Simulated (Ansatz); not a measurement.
# Si4P: one candidate of a structure search, part 3 of 3

The task: take a trial cell of Si4P to zero force and stress.

Ansatz 0.2.0; DFT PBE, scalar-relativistic, plane waves, PAW.

### Step 4. Full relaxation

The end of the coarse run is made exact in the group found at a tolerance of 0.06 Å and reduced to its primitive cell.

input.yaml reads:

```yaml
crystal:
  lattice:
    - [3.5703702879, 0.0, 0.0]
    - [-0.0738756148, 4.4659997065, 0.0]
    - [-1.6592503693, -1.571866161, 4.9781905609]
  atoms:
    - { symbol: Si, position: [0.095734708, 0.3955450099, 0.6949861159] }
    - { symbol: Si, position: [0.6982637402, 0.8060343269, 0.8976412549] }
    - { symbol: Si, position: [0.3017362598, 0.1939656731, 0.1023587451] }
    - { symbol: Si, position: [0.904265292, 0.6044549901, 0.3050138841] }
    - { symbol: P, position: [0.5, 0.0, 0.5] }
basis:
  ecutwfc: 420
kpoints:
  mp_grid: { grid: [12, 10, 8] }
hamiltonian:
  xc: pbe
scf:
  occupations: { method: gaussian, width: 0.1 }
output:
  forces: true
  stress: true
  eigenvalues: true
relax:
  adjacent_minimum: "off"
  f_tol: 0.01
  max_steps: 80
  cell: { stress_tol: 0.05 }
```

Run with:

```bash
> ansatz run input.yaml --threads 1 --pin off --max-ram 2560MiB --backend cpu --events-out ev --progress --plain --runs-dir out
```

Output:

```text
Warning: RAYON_NUM_THREADS=1 ignored (pool sized by the plan → 1); use --threads N
Engine: ansatz 0.2.0, x86_64-unknown-linux-gnu
Pseudopotentials: kind: paw
Pseudopotential: Si, paw, valence charge 4, recommended cutoff 420 eV (normal), Si.paw.azcp
Pseudopotential: P, paw, valence charge 5, recommended cutoff 420 eV (normal), P.paw.azcp
Functional definition: PBE
  parameter kappa = 0.804
  parameter beta = 0.06672455060314922
  exchange = pbe_x(kappa = kappa, mu = beta*pi^2/3)
  correlation = pbe_c(beta = beta)
Crystal: 5 atoms, lattice volume = 79.379 Å³
Basis set: ecut = 420 eV, 1541 PW (Γ), exchange–correlation on 48×60×80 points (8 copies of the dense FFT grid, shifted against one another)
Bands: 16, of which v1, the nominal top of the filled ones, is band 11 counted from 1 (10 counted from 0)
Symmetry: 2 space group operations
Space group: P-1 (ITA 2), of the structure as read, at distance tolerance 4.3e-5 Å
k-points: 484 of 960
Non-local potential: Si, projectors of the file, l = 0: 2, l = 1: 2, l = 2: 2
Non-local potential: P, projectors of the file, l = 0: 2, l = 1: 2, l = 2: 2
PAW form: soft (Blöchl's): semilocal exchange-correlation on the pseudo side does not see the compensation charge
PAW one-centre angular grid: Si, 110 points (default); XC on 64 Gauss nodes
PAW one-centre angular grid: P, 110 points (default); XC on 64 Gauss nodes
Initial density: superposition of atomic densities (neutral atoms: chi_scale 0, normalization atom), corrected by the library's trained network
Initial wavefunctions: pseudopotential atomic-orbital guess
Functional: x = pbe(κ = 0.804, μ = 0.2195149727645171), c = pbe(β = 0.06672455060314922)
SCF iter   1: F=—  HF=-3297.603159 eV  |F-HF|=—  |Δ(HF+E_count)|=         —  Δρ=1.78e-3  dr2=3.85e-3  ethr=1.77e-3  ⟨swp⟩=7.4  Hψ=53416  notcnv=0
preconditioner: auto → Kerker (q_TF=auto, 2.186 Å⁻¹)  [metal: Δε(μ)=0.001 eV  Ē_g=8.276 eV  σ=0.100 eV  W_gap=0.01  n_scr=10 (ndim 8)  ℏωp=19.1 eV  f_vac=0.000  D(μ)=2.25/eV (n_scr^D=14)]
SCF iter   2: F=—  HF=-3297.603253 eV  |F-HF|=—  |Δ(HF+E_count)|=   9.33e-5  Δρ=1.03e-3  dr2=1.21e-3  ethr=1.83e-5  ⟨swp⟩=2.0  Hψ=15406  notcnv=0  defer=4
SCF iter   3: F=—  HF=-3297.603250 eV  |F-HF|=—  |Δ(HF+E_count)|=   2.24e-6  Δρ=1.16e-4  dr2=8.87e-6  ethr=5.77e-6  ⟨swp⟩=2.7  Hψ=11951  notcnv=0  defer=4
SCF iter   4: F=—  HF=-3297.603251 eV  |F-HF|=—  |Δ(HF+E_count)|=   8.94e-7  Δρ=3.70e-5  dr2=1.03e-6  ethr=4.23e-8  ⟨swp⟩=2.4  Hψ=12581  notcnv=0  defer=4
iter 5 did not close the SCF: its close was put off for the readings that it lacked (scf_convergence_deferred on its scf_iter line)
SCF iter   5: F=-3297.603252 eV  HF=-3297.603252 eV  |F-HF|=2.47e-9  |Δ(HF+E_count)|=   4.45e-7  Δρ=5.94e-6  dr2=3.52e-8  ethr=4.91e-9  ⟨swp⟩=2.1  Hψ=12426  notcnv=0  defer=4
SCF iter   6: F=-3297.603252 eV  HF=-3297.603252 eV  |F-HF|=2.21e-10  |Δ(HF+E_count)|=   8.76e-9  Δρ=1.23e-6  dr2=1.63e-9  ethr=1.68e-10  ⟨swp⟩=6.0  Hψ=39474  notcnv=0
SCF 1 converged in 6 iterations: F = -3297.603252 eV  dr2 = 1.63e-9
relax step   1: F+E_penalty+E_count = -3297.60325182 eV  Δ(F+E_penalty+E_count) = +0.000e0 eV  max|allowed force component| = 3.837e-2 eV/Å  Δτ_max = 0.0000 Å  P = +0.298 GPa  Ω = 79.379 Å³  (6 SCF iters, dr2 threshold 1.00e-7 eV, accepted)
Crystal: 5 atoms, lattice volume = 79.663 Å³
Basis set: ecut = 420 eV, 1553 PW (Γ), exchange–correlation on 48×60×80 points (8 copies of the dense FFT grid, shifted against one another)
Initial density: handed on by an earlier stage of this run
Initial wavefunctions: those handed on with the density
iter 1 solved again at ethr=3.18e-6 eV; its pass at ethr=3.10e-3 eV (dr2=6.67e-4 eV) is discarded
SCF iter   1: F=—  HF=-3297.613765 eV  |F-HF|=—  |Δ(HF+E_count)|=         —  Δρ=1.12e-3  dr2=6.93e-4  ethr=3.18e-6  ⟨swp⟩=2.0  Hψ=58351  notcnv=0
preconditioner: auto → Kerker (q_TF=auto, 2.185 Å⁻¹)  [metal: Δε(μ)=0.004 eV  Ē_g=8.267 eV  σ=0.100 eV  W_gap=0.02  n_scr=10 (ndim 8)  ℏωp=19.1 eV  f_vac=0.000  D(μ)=2.15/eV (n_scr^D=12)]
SCF iter   2: F=—  HF=-3297.613762 eV  |F-HF|=—  |Δ(HF+E_count)|=   2.62e-6  Δρ=6.77e-4  dr2=2.44e-4  ethr=3.18e-6  ⟨swp⟩=1.1  Hψ=7783  notcnv=0
SCF iter   3: F=—  HF=-3297.613770 eV  |F-HF|=—  |Δ(HF+E_count)|=   8.26e-6  Δρ=4.58e-5  dr2=1.40e-6  ethr=1.16e-6  ⟨swp⟩=1.1  Hψ=7918  notcnv=0
SCF iter   4: F=-3297.613771 eV  HF=-3297.613771 eV  |F-HF|=6.07e-9  |Δ(HF+E_count)|=   3.73e-7  Δρ=1.43e-5  dr2=1.73e-7  ethr=2.38e-9  ⟨swp⟩=8.5  Hψ=43054  notcnv=0
SCF 2 converged in 4 iterations: F = -3297.613771 eV  dr2 = 1.73e-7
relax step   2: F+E_penalty+E_count = -3297.61377066 eV  Δ(F+E_penalty+E_count) = -1.052e-2 eV  max|allowed force component| = 5.406e-2 eV/Å  Δτ_max = 0.0030 Å  P = +0.076 GPa  Ω = 79.663 Å³  energy of the carried Pulay correction = -3.753e-5 eV  (4 SCF iters, dr2 threshold 5.00e-7 eV, accepted)
Crystal: 5 atoms, lattice volume = 79.793 Å³
Basis set: ecut = 420 eV, 1551 PW (Γ), exchange–correlation on 48×60×80 points (8 copies of the dense FFT grid, shifted against one another)
iter 1 solved again at ethr=2.16e-6 eV; its pass at ethr=3.10e-3 eV (dr2=4.54e-4 eV) is discarded
SCF iter   1: F=—  HF=-3297.617081 eV  |F-HF|=—  |Δ(HF+E_count)|=         —  Δρ=8.99e-4  dr2=4.76e-4  ethr=2.16e-6  ⟨swp⟩=2.4  Hψ=57280  notcnv=0
preconditioner: auto → Kerker (q_TF=auto, 2.184 Å⁻¹)  [metal: Δε(μ)=0.020 eV  Ē_g=8.261 eV  σ=0.100 eV  W_gap=0.11  n_scr=12 (ndim 8)  ℏωp=19.0 eV  f_vac=0.000  D(μ)=2.25/eV (n_scr^D=12)]
SCF iter   2: F=—  HF=-3297.617051 eV  |F-HF|=—  |Δ(HF+E_count)|=   2.95e-5  Δρ=5.38e-4  dr2=1.65e-4  ethr=2.16e-6  ⟨swp⟩=1.1  Hψ=7817  notcnv=0
SCF iter   3: F=—  HF=-3297.617041 eV  |F-HF|=—  |Δ(HF+E_count)|=   1.00e-5  Δρ=3.65e-5  dr2=8.69e-7  ethr=7.84e-7  ⟨swp⟩=2.0  Hψ=11484  notcnv=0
SCF iter   4: F=-3297.617041 eV  HF=-3297.617041 eV  |F-HF|=5.69e-9  |Δ(HF+E_count)|=   6.43e-8  Δρ=1.02e-5  dr2=9.76e-8  ethr=2.38e-9  ⟨swp⟩=7.5  Hψ=41077  notcnv=0
SCF 3 converged in 4 iterations: F = -3297.617041 eV  dr2 = 9.76e-8
relax step   3: F+E_penalty+E_count = -3297.61704144 eV  Δ(F+E_penalty+E_count) = -3.271e-3 eV  max|allowed force component| = 3.438e-2 eV/Å  Δτ_max = 0.0069 Å  P = -0.026 GPa  Ω = 79.793 Å³  energy of the carried Pulay correction = -5.457e-5 eV  (4 SCF iters, dr2 threshold 5.00e-7 eV, accepted)
[... from here on, the SCF cycles and remarks between the steps are left out ...]
relax step   4: F+E_penalty+E_count = -3297.62250156 eV  Δ(F+E_penalty+E_count) = -5.460e-3 eV  max|allowed force component| = 3.796e-2 eV/Å  Δτ_max = 0.0150 Å  P = -0.133 GPa  Ω = 79.850 Å³  energy of the carried Pulay correction = -6.204e-5 eV  (5 SCF iters, dr2 threshold 2.64e-7 eV, accepted)
relax step   5: F+E_penalty+E_count = -3297.61981314 eV  Δ(F+E_penalty+E_count) = +2.688e-3 eV  max|allowed force component| = 6.658e-2 eV/Å  Δτ_max = 0.0153 Å  P = -0.163 GPa  Ω = 79.660 Å³  energy of the carried Pulay correction = -3.708e-5 eV  (5 SCF iters, dr2 threshold 5.00e-7 eV, rejected (line search))
relax step   6: F+E_penalty+E_count = -3297.62709867 eV  Δ(F+E_penalty+E_count) = -4.597e-3 eV  max|allowed force component| = 3.310e-2 eV/Å  Δτ_max = 0.0125 Å  P = -0.024 GPa  Ω = 79.642 Å³  energy of the carried Pulay correction = -3.473e-5 eV  (7 SCF iters, accepted)
relax step   7: F+E_penalty+E_count = -3297.62846542 eV  Δ(F+E_penalty+E_count) = -1.367e-3 eV  max|allowed force component| = 4.253e-2 eV/Å  Δτ_max = 0.0140 Å  P = -0.059 GPa  Ω = 79.320 Å³  energy of the carried Pulay correction = +7.727e-6 eV  (5 SCF iters, dr2 threshold 5.00e-7 eV, accepted)
relax step   8: F+E_penalty+E_count = -3297.63048459 eV  Δ(F+E_penalty+E_count) = -2.019e-3 eV  max|allowed force component| = 2.404e-2 eV/Å  Δτ_max = 0.0101 Å  P = -0.009 GPa  Ω = 79.374 Å³  energy of the carried Pulay correction = +6.679e-7 eV  (4 SCF iters, dr2 threshold 5.00e-7 eV, accepted)
relax step   9: F+E_penalty+E_count = -3297.63087534 eV  Δ(F+E_penalty+E_count) = -3.908e-4 eV  max|allowed force component| = 8.441e-3 eV/Å  Δτ_max = 0.0088 Å  P = +0.236 GPa  Ω = 79.200 Å³  energy of the carried Pulay correction = +2.359e-5 eV  (5 SCF iters, dr2 threshold 1.08e-7 eV, accepted)
relax step  10: F+E_penalty+E_count = -3297.63105893 eV  Δ(F+E_penalty+E_count) = -1.836e-4 eV  max|allowed force component| = 4.648e-3 eV/Å  Δτ_max = 0.0022 Å  P = -0.022 GPa  Ω = 79.396 Å³  energy of the carried Pulay correction = -2.284e-6 eV  (3 SCF iters, dr2 threshold 2.84e-7 eV, accepted)
relax step  11: F+E_penalty+E_count = -3297.63107575 eV  Δ(F+E_penalty+E_count) = -1.682e-5 eV  max|allowed force component| = 1.691e-3 eV/Å  Δτ_max = 0.0005 Å  P = -0.004 GPa  Ω = 79.378 Å³  energy of the carried Pulay correction = +1.880e-8 eV  (3 SCF iters, dr2 threshold 8.96e-9 eV, accepted)
relax step  12: F+E_penalty+E_count = -3297.63195424 eV  Δ(F+E_penalty+E_count) = -8.785e-4 eV  max|allowed force component| = 1.693e-3 eV/Å  Δτ_max = 0.0000 Å  P = +0.013 GPa  Ω = 79.378 Å³  stress off target by 6.06e-2 GPa  SCF on the basis re-selected at this cell (its energy is not comparable with the rows above)  (5 SCF iters)
relax step  13: F+E_penalty+E_count = -3297.63202075 eV  Δ(F+E_penalty+E_count) = -6.651e-5 eV  max|allowed force component| = 4.977e-3 eV/Å  Δτ_max = 0.0011 Å  P = -0.001 GPa  Ω = 79.357 Å³  energy of the carried Pulay correction = +3.341e-6 eV  (5 SCF iters, dr2 threshold 9.19e-9 eV, accepted)
relax step  14: F+E_penalty+E_count = -3297.63206019 eV  Δ(F+E_penalty+E_count) = -3.944e-5 eV  max|allowed force component| = 5.102e-3 eV/Å  Δτ_max = 0.0014 Å  P = -0.009 GPa  Ω = 79.333 Å³  energy of the carried Pulay correction = +7.274e-6 eV  (5 SCF iters, dr2 threshold 7.48e-9 eV, accepted)
relax step  15: F+E_penalty+E_count = -3297.63208859 eV  Δ(F+E_penalty+E_count) = -2.840e-5 eV  max|allowed force component| = 3.114e-3 eV/Å  Δτ_max = 0.0017 Å  P = -0.009 GPa  Ω = 79.310 Å³  energy of the carried Pulay correction = +1.120e-5 eV  (5 SCF iters, dr2 threshold 8.53e-9 eV, accepted)
Basis set: ecut = 420 eV, 1573 PW (Γ), exchange–correlation on 48×64×80 points (8 copies of the dense FFT grid, shifted against one another)
iter 1 solved again at ethr=2.75e-8 eV; its pass at ethr=3.10e-3 eV (dr2=5.78e-6 eV) is discarded
SCF iter   1: F=—  HF=-3297.632091 eV  |F-HF|=—  |Δ(HF+E_count)|=         —  Δρ=6.01e-6  dr2=3.32e-9  ethr=2.75e-8  ⟨swp⟩=4.0  Hψ=77592  notcnv=0
SCF iter   2: F=—  HF=-3297.632084 eV  |F-HF|=—  |Δ(HF+E_count)|=   6.30e-6  Δρ=3.11e-6  dr2=7.89e-10  ethr=1.58e-11  ⟨swp⟩=3.1  Hψ=16600  notcnv=0
SCF iter   3: F=—  HF=-3297.632084 eV  |F-HF|=—  |Δ(HF+E_count)|=   1.14e-8  Δρ=1.01e-6  dr2=1.03e-10  ethr=3.76e-12  ⟨swp⟩=2.0  Hψ=12867  notcnv=0
SCF iter   4: F=-3297.632084 eV  HF=-3297.632084 eV  |F-HF|=1.82e-12  |Δ(HF+E_count)|=   1.28e-9  Δρ=8.36e-8  dr2=4.93e-12  ethr=1.00e-12  ⟨swp⟩=7.1  Hψ=36661  notcnv=0
SCF 16 converged in 4 iterations: F = -3297.632084 eV  dr2 = 4.93e-12
relax step  16: F+E_penalty+E_count = -3297.63208429 eV  Δ(F+E_penalty+E_count) = +4.296e-6 eV  max|allowed force component| = 3.110e-3 eV/Å  Δτ_max = 0.0000 Å  P = -0.009 GPa  Ω = 79.310 Å³  stress off target by 4.37e-2 GPa  SCF on the basis re-selected at this cell (its energy is not comparable with the rows above)  (4 SCF iters)
basis re-selected at this cell: Δ(F+E_penalty+E_count) = +4.296e-6 eV, ΔP = +0.000 GPa vs the last step (what re-selecting the basis moved, of the pressure what is left beyond the Pulay correction that the steps carried, after the strain that the cell walked since its last selection, with what the two solves' SCF thresholds leave and, on support functions, any second-order correction that the steps lacked; it is no measure of the basis error at this ecutwfc). The dense FFT grid was sized anew with the basis: this SCF ran on 24×32×40 points, the steps before it on 24×30×40, so part of this shift can come from that change (see relax.cell in the input reference). This SCF's stress stands 4.37e-2 GPa from its target on what of the cell is left free (relax.cell.stress_tol is 5.00e-2 GPa) and its largest allowed force component is 3.11e-3 eV/Å (relax.f_tol is 1.00e-2 eV/Å): within both
SCF converged after 4 iterations
Free energy (F): -3297.632084 eV
Harris-Foulkes:  -3297.632084 eV  (|F-HF|=1.82e-12)
Internal energy: -3297.621044 eV  (E = F + TS)
E sigma→0 (E₀):  -3297.626564 eV
Entropy (-TS):   -0.011040 eV (-2.208 meV/atom)
Fermi energy:    9.198300 eV
--- Per-component energies (eV) ---
  E_band       = 76.037982
  E_kinetic    = 232.738986
  E_local      = -62.123342  (includes V_loc(G=0)·N_el)
  E_nonlocal   = 135.806218
  E_hartree    = 17.946836
  E_xc         = -284.189417
  E_vxc        = -250.439041  (∫ρ·V_xc dr)
  E_paw        = -2618.707134  (= ΣΔE_a)
  E_vpaw       = -15.838541  (= ΣTr[D̂ρ^β])
  E_aug_tail   = 0.000030  (compensation charges beyond the density's cutoff)
  E_ewald      = -719.093222
  E_smearing   = -0.011040  (= −TS)
  E_closure    = 0.000000  (closes the sum)
  Σ components = -3297.632084   (vs F -3297.632084, Δ=0.00e0)
--- Forces (eV/Å), atoms counted from 1 ---
  atom   1  Si     0.00034777    -0.00310989    -0.00097118
  atom   2  Si    -0.00131587    -0.00028163    -0.00004050
  atom   3  Si     0.00131587     0.00028163     0.00004050
  atom   4  Si    -0.00034777     0.00310989     0.00097118
  atom   5  P      0.00000000     0.00000000     0.00000000
  max |Σ_I F_I| component: 1.08e-19 eV/Å
--- Stress (GPa, compression-positive) ---
       -0.019613      -0.013290      -0.004056
       -0.013290      -0.002413      -0.033307
       -0.004056      -0.033307      -0.005708
  P = ⅓ Tr σ = -0.0092 GPa (-0.092 kbar)
--- Band table (eV; the first three rows and the last of 484) ---
  k-point 0: bands = ["-4.9080", "-0.2276", "0.7385", "2.4731", "2.6233", "5.1671", "5.5848", "7.1193", "8.3645", "8.4938", "8.5600", "12.6858", "12.8880", "13.0426", "13.2368", "15.4604"]
  k-point 1: bands = ["-4.8390", "-0.8965", "1.3751", "2.3273", "3.0033", "4.6794", "6.2937", "6.9916", "7.5450", "8.7908", "9.2049", "12.0159", "12.6434", "13.2317", "13.8261", "14.2073"]
  k-point 2: bands = ["-4.6411", "-1.7803", "1.8881", "2.4184", "3.7105", "4.4879", "6.5682", "6.7698", "7.4056", "9.3475", "9.4337", "11.3095", "12.4347", "12.6582", "13.2676", "13.3155"]
  k-point 483: bands = ["-1.7323", "0.4052", "0.5764", "1.8492", "2.0173", "2.4590", "4.3267", "4.8751", "6.2632", "6.8671", "9.5202", "10.0829", "12.4746", "12.8992", "14.1537", "14.2154"]
--- Relaxed structure (14 steps of the walk, 13 accepted, 2 SCFs on fresh bases) ---
  F+E_penalty+E_count = -3297.63208429 eV   max|allowed force component| = 3.110e-3 eV/Å   (the final SCF, on the basis selected at the relaxed cell)
  cell:  # Å, volume = 79.3105 Å³
    - [3.3852030590765403, 0.021827139945866807, -0.023257025151664185]
    - [-0.042741773069678524, 4.487857529988662, 0.16172890502544968]
    - [-1.615234893486967, -1.4101212853288834, 5.180865722234998]
  atoms:
    - { symbol: Si, position: [0.09500279904980002, 0.38788896843126913, 0.690422739355234] }
    - { symbol: Si, position: [0.7004523992319149, 0.8002434949211337, 0.9005536178839895] }
    - { symbol: Si, position: [0.2995476007680853, 0.1997565050788664, 0.09944638211601037] }
    - { symbol: Si, position: [0.9049972009502002, 0.6121110315687314, 0.3095772606447663] }
    - { symbol: P, position: [0.5, -2.7755575615628914e-17, 0.5000000000000001] }
```

Wall time 5.2 min (1 thread of AMD EPYC 9R14 (Zen 4), shared host); peak memory 0.82 GiB.

Step by step:

| step | energy from step 1 (eV/cell) | largest force component (eV/Å) | pressure (GPa) | volume (Å³) |
| --- | --- | --- | --- | --- |
| 1 | 0.0000 | 0.0384 | 0.30 | 79.38 |
| 2 | -0.0105 | 0.0541 | 0.08 | 79.66 |
| 3 | -0.0138 | 0.0344 | -0.03 | 79.79 |
| 4 | -0.0193 | 0.0380 | -0.13 | 79.85 |
| 5 | -0.0166 | 0.0666 | -0.16 | 79.66 |
| 6 | -0.0238 | 0.0331 | -0.02 | 79.64 |
| 7 | -0.0252 | 0.0425 | -0.06 | 79.32 |
| 8 | -0.0272 | 0.0240 | -0.01 | 79.37 |
| 9 | -0.0276 | 0.0084 | 0.24 | 79.20 |
| 10 | -0.0278 | 0.0046 | -0.02 | 79.40 |
| 11 | -0.0278 | 0.0017 | 0.00 | 79.38 |
| 12 | -0.0287 | 0.0017 | 0.01 | 79.38 |
| 13 | -0.0288 | 0.0050 | 0.00 | 79.36 |
| 14 | -0.0288 | 0.0051 | -0.01 | 79.33 |
| 15 | -0.0288 | 0.0031 | -0.01 | 79.31 |
| 16 | -0.0288 | 0.0031 | -0.01 | 79.31 |

Step 1 is the start. Steps 12, 16 each repeat the geometry before them on a plane-wave basis chosen anew, so the energy can jump there without any move. Step 5 was tried and not accepted.

|  | before | after | change |
| --- | --- | --- | --- |
| a (Å) | 3.570 | 3.385 | -5.2 % |
| b (Å) | 4.467 | 4.491 | +0.5 % |
| c (Å) | 5.478 | 5.607 | +2.4 % |
| α (°) | 106.37 | 102.43 | -3.7 % |
| β (°) | 107.63 | 107.22 | -0.4 % |
| γ (°) | 90.95 | 90.19 | -0.8 % |
| volume (Å³/atom) | 15.88 | 15.86 | -0.1 % |
| shortest distance (Å) | 2.479 | 2.471 | -0.3 % |
| space group (0.01 Å) | P-1 | P-1 | same |

Forces and stress were held to the start's 2 operations: a distortion of lower symmetry was not tested.

### Step 5. Changed: occupations.method methfessel_paxton, occupations.width 0.01

input.yaml reads:

```yaml
crystal:
  lattice:
    - [3.3852030591, 0.0218271399, -0.0232570252]
    - [-0.0427417731, 4.48785753, 0.161728905]
    - [-1.6152348935, -1.4101212853, 5.1808657222]
  atoms:
    - { symbol: Si, position: [0.095002799, 0.3878889684, 0.6904227394] }
    - { symbol: Si, position: [0.7004523992, 0.8002434949, 0.9005536179] }
    - { symbol: Si, position: [0.2995476008, 0.1997565051, 0.0994463821] }
    - { symbol: Si, position: [0.904997201, 0.6121110316, 0.3095772606] }
    - { symbol: P, position: [0.5, 0.0, 0.5] }
basis:
  ecutwfc: 420
kpoints:
  mp_grid: { grid: [12, 10, 8] }
hamiltonian:
  xc: pbe
scf:
  occupations: { method: methfessel_paxton, width: 0.01 }
output:
  forces: true
  eigenvalues: true
  stress: true
```

Run with:

```bash
> ansatz run input.yaml --threads 1 --pin off --max-ram 2560MiB --backend cpu --events-out ev --progress --plain --runs-dir out
```

Output, cut to the lines that bear on the results:

```text
Warning: RAYON_NUM_THREADS=1 ignored (pool sized by the plan → 1); use --threads N
[...]
Pseudopotentials: kind: paw
Pseudopotential: Si, paw, valence charge 4, recommended cutoff 420 eV (normal), Si.paw.azcp
Pseudopotential: P, paw, valence charge 5, recommended cutoff 420 eV (normal), P.paw.azcp
Functional definition: PBE
[...]
Crystal: 5 atoms, lattice volume = 79.310 Å³
[...]
  atom   5  P      0.00000000     0.00000000     0.00000000
[...]
--- Stress (GPa, compression-positive) ---
        0.019062      -0.015379      -0.030788
       -0.015379       0.033187       0.087303
       -0.030788       0.087304      -0.125352
  P = ⅓ Tr σ = -0.0244 GPa (-0.244 kbar)
--- Band table (eV; the first three rows and the last of 484) ---
  k-point 0: bands = ["-4.9080", "-0.2279", "0.7384", "2.4737", "2.6234", "5.1669", "5.5847", "7.1194", "8.3640", "8.4938", "8.5602", "12.6859", "12.8883", "13.0426", "13.2370", "15.4604"]
[...]
```

Run time: 16 s. Hardware: 1 thread of AMD EPYC 9R14 (Zen 4), shared host; peak memory 0.78 GiB.

| run | ending | energy change | pressure (GPa) | gap (eV) | force (eV/Å) | cycles | time |
| --- | --- | --- | --- | --- | --- | --- | --- |
| step 4 | converged | 0 | 0.0 | 0.00 | 0.00 | - | 5.2 min |
| variant | converged | +0.1 meV/atom (σ→0) | 0.0 | 0.00 | 0.01 | 5 | 16 s |

Changing the smearing hardly moves the energy: +0.1 meV/atom.

### Step 6. Outcome

What follows sums up all 3 parts. Changes of volume or cell count from the first structure of part 1.

| quantity | value |
| --- | --- |
| symmetry at the end (tolerance 0.05 Å) | space group C2/m (No. 12) |
| conventional cell | a = 10.712 Å, b = 3.385 Å, c = 4.491 Å, α = 90.00°, β = 103.09°, γ = 90.00° |
| volume | 15.86 Å³/atom |
| energy over the elements, black P | +0.26 eV/atom |
| gap on the mesh | none (metal) |

What this shows: The symmetry goes from space group P-1 (No. 2) to space group C2/m (No. 12) (read at 0.05 Å; 0.001 Å gives P-1 (No. 2)), and the volume per atom grows by 41.3 % from the first guess. With a positive formation energy it can't be a ground state. No finished test with a distortion of lower symmetry is shown, so the end may be a saddle point.
